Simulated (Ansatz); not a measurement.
HfIn4SiO6:

```
Hf In Si O
1.0
     2.71585   -4.70357    0.00833
     2.71585    4.70357    0.00833
    -1.87915    0.00000    7.40127
Hf In Si O
1 4 1 6
Direct
  0.78835 0.21165 0.00000
  0.62175 0.37825 0.50000
  0.45502 0.54498 0.00000
  0.28407 0.71593 0.50000
  0.95814 0.04186 0.50000
  0.12168 0.87832 0.00000
  0.06219 0.11415 0.86666
  0.88585 0.93781 0.13334
  0.79490 0.53784 0.86663
  0.46216 0.20510 0.13337
  0.15352 0.62879 0.13333
  0.37121 0.84648 0.86667
```

The cell was built by a generator and needn't be a form met in nature.

* Program: Ansatz 0.2.0
* Task: relaxation of cell and atoms
* Functional: PBEsol
* Dispersion: D3(BJ)
* Potentials or basis: Ansatz PAW
* Cutoff: 420 eV (not typed: the program's choice for these potentials)
* k mesh: 4 × 4 × 3
* Occupations: fermi-dirac, width 0.05 eV
* Spin: no spin polarisation

At the start: volume 15.77 Å³/atom.

Q: Where does the relaxation end?

A: It ends after 9 steps and the volume is 14.60 Å³/atom (-7.4 %); space group C2 (No. 5, to 0.05 Å).

Step by step:
```
step  energy change (eV)  largest force (eV/Å)  volume (Å³)
   1              0.0000                0.1889       189.24
   2             -0.2469                0.5396       170.50
   3             -0.3163                0.1684       176.87
   4             -0.3242                0.0774       176.20
   5             -0.3275                0.0295       175.68
   6             -0.3276                0.0059       175.68
   7             -0.2997                0.0061       175.68
   8             -0.3019                0.0019       175.15
   9             -0.3001                0.0018       175.15
```

Final structure:
```
Hf In Si O
1.0
     2.66666   -4.61752    0.00817
     2.66666    4.61752    0.00817
    -1.84464    0.00000    7.10648
Hf In Si O
1 4 1 6
Direct
  0.78825 0.21175 0.00000
  0.62096 0.37904 0.50000
  0.45490 0.54510 0.00000
  0.28558 0.71442 0.50000
  0.95793 0.04207 0.50000
  0.12158 0.87842 0.00000
  0.06032 0.11166 0.86153
  0.88834 0.93968 0.13847
  0.79360 0.53652 0.86154
  0.46348 0.20640 0.13846
  0.15511 0.63121 0.13832
  0.36879 0.84489 0.86168
```

Caveat: the plane-wave basis is chosen anew once the cell has moved, so the energies of steps on either side of that aren't comparable; the pressure holds a Pulay correction of +0.5 GPa for the finite cutoff; pairwise dispersion overbinds metals, which lowers pressure and volume; the PAW data sets come from PBE, with cores solved anew for the run's functional, which leaves a small shift of forces and pressure.
